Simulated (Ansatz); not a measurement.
**YCu5: under pressure**

An exercise on one series of results from a longer session: the logs are not shown, and one member is left open.

Program: Ansatz 0.2.0. Level of theory: DFT r2SCAN, scalar-relativistic, plane waves, PAW. These are calculated values, not measurements.

### The structure to begin with

The structure is hexagonal, space group P6/mmm (No. 191). The conventional cell has a = 5.005 Å, b = 5.005 Å, c = 4.097 Å, α = 90.00°, β = 90.00°, γ = 120.00°. Y (site symmetry 6/mmm) is surrounded by 18 Cu at 2.89 to 3.23 Å. Cu (site symmetry mmm) is surrounded by 8 Cu at 2.50 to 2.51 Å. Cu (site symmetry -6m2) has 9 Cu at 2.51 to 2.89 Å and 3 Y at 2.89 Å in its first shell of neighbours.

As a file:

```cif
data_structure
_symmetry_space_group_name_H-M 'P6/mmm'
_symmetry_Int_Tables_number 191
_cell_length_a 5.0050
_cell_length_b 5.0050
_cell_length_c 4.0970
_cell_angle_alpha 90.000
_cell_angle_beta 90.000
_cell_angle_gamma 120.000
_cell_volume 88.88
loop_
_atom_site_label
_atom_site_type_symbol
_atom_site_symmetry_multiplicity
_atom_site_Wyckoff_symbol
_atom_site_fract_x
_atom_site_fract_y
_atom_site_fract_z
_atom_site_occupancy
Y1 Y 1 a 0.00000 0.00000 0.00000 1
Cu1 Cu 3 g 0.50000 0.00000 0.50000 1
Cu2 Cu 2 c 0.33333 0.66667 0.00000 1
```

The structure comes from the Crystallography Open Database.

The first run:

(A quick probe on a coarse mesh, which set the mesh and smearing, is not shown.)

input.yaml

```yaml
crystal:
  lattice:
    - [5.0050012358, 0.0, 0.0]
    - [-2.5025006179, 4.3344582162, 0.0]
    - [0.0, 0.0, 4.097]
  atoms:
    - { symbol: "Y", position: [0.0, 0.0, 0.0] }
    - { symbol: Cu, position: [0.5, 0.0, 0.5] }
    - { symbol: Cu, position: [0.5, 0.5, 0.5] }
    - { symbol: Cu, position: [0.0, 0.5, 0.5] }
    - { symbol: Cu, position: [0.3333333333, 0.6666666667, 0.0] }
    - { symbol: Cu, position: [0.6666666667, 0.3333333333, 0.0] }
basis:
  ecutwfc: 500
kpoints:
  mp_grid: { grid: [12, 12, 10] }
hamiltonian:
  xc: r2scan
scf:
  occupations: { method: gaussian, width: 0.1 }
output:
  forces: true
  stress: true
  eigenvalues: true
relax:
  adjacent_minimum: "off"
  f_tol: 0.005
  max_steps: 80
  cell: { stress_tol: 0.05 }
```

Started as:

```bash
$ ansatz run input.yaml --threads 1 --pin off --max-ram 2560MiB --backend cpu --events-out ev --progress --plain --runs-dir out
```

Steps of the session up to this table: Full relaxation; Target pressure -3 GPa; 3 GPa; Target pressure 8 GPa.

One of the session's tables, all rows but one given; the rest of the session is left out.

Lengths are those of the vectors of the cell that was run:

```
P (GPa)  V (Å³/atom)  a (Å)  b (Å)  c (Å)  ΔH (eV/atom)
     -3        14.92  5.041  5.041  4.068        -0.276
      0        14.54  4.994  4.994  4.038         0.000
      3            ?      ?      ?      ?             ?
      8        13.73  4.892  4.892  3.976         0.705
```

**Question.** Estimate the row for P (GPa) = 3.

Worked estimate for «V (Å³/atom)». A straight line through the neighbours (0, 14.54) and (8, 13.73) gives 14.54 + (13.73 − 14.54) × (3 − 0) / (8 − 0) = 14.24; a parabola fitted to 3 rows on both sides gives 14.20.

**Answer.** V (Å³/atom): 14.21; a (Å): 4.954; b (Å): 4.954; c (Å): 4.010; ΔH (eV/atom): 0.269. In «V (Å³/atom)» the line misses by +0.03 and the parabola by -0.01.

ΔH is E + PV over the energy at zero pressure; a, b and c are the vectors of the computed cell. 

Limits of these values: The start is a reported cell, which holds thermal expansion that this zero-temperature run lacks.
